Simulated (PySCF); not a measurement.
# Br2Dy (Dy(Br)2+): the cost of one run

Computed with PySCF 2.14.0. Level: several levels, as the steps say, no spin–orbit coupling.

1 further run of the same task is left out (for a known fault of the program).

## Step 1: The starting structure

3 atoms, charge 1, spin multiplicity 1.

Bond lengths: Dy1–Br2 2.521 Å, Dy1–Br3 2.521 Å. Angles: Br2–Dy1–Br3 110.8°.

Coordinates:

```xyz
3
Br2Dy
Dy    0.0000    0.0000   -0.7558
Br    2.0753    0.0000    0.6757
Br   -2.0753    0.0000    0.6757
```

Formal oxidation states: Dy +3. Each metal's 9 4f electrons lie in its core potential, so multiplicities, spins and levels count the valence alone. An earlier session relaxed this geometry at PBE0, Dy lcecp-1-SVP with ECP55, Br def2-SVP (singlet, point group C2v).

At PBE0 on the finer grid: E = -5184.056084 Eh, HOMO -12.98 eV, LUMO -7.97 eV, Mulliken charge on Dy1 +1.26 e, largest force component 0.040 eV/Å. 

Levels to run: r2SCAN; PBE; PBE0, TZVP. Hardware: 2 threads of Intel Xeon Platinum 8259CL at 2.50GHz (Skylake/Cascade Lake), shared host.

## Step 2: r2SCAN

run.py (the lines that set the calculation) reads:

```python
mol = gto.M(atom='''
Dy     0.00000     0.00000    -0.75582
Br     2.07535     0.00000     0.67575
Br    -2.07535     0.00000     0.67575''',
    basis={'Dy': 'lcecp-1-SVP', 'Br': 'def2-SVP'},
    ecp={'Dy': 'lcecp-1-SVP'},
    charge=1, spin=0)
mf = dft.RKS(mol, xc='R2SCAN')
mf.grids.atom_grid = (75, 302)  # f atoms: unpruned, at least (60, 302)
mf = mf.density_fit()  # fitting sets: Dy AutoAux, Br def2-universal-JKFIT
mf.conv_tol = 1e-08; mf.max_cycle = 55
mf.kernel(dm0)  # dm0: the density of the relaxed state
```

On the command line:

```console
> OMP_NUM_THREADS=2 python run.py
```

**Question.** How long does this run take on 2 threads of Intel Xeon Platinum 8259CL at 2.50GHz (Skylake/Cascade Lake), shared host?

About 8.3 s.
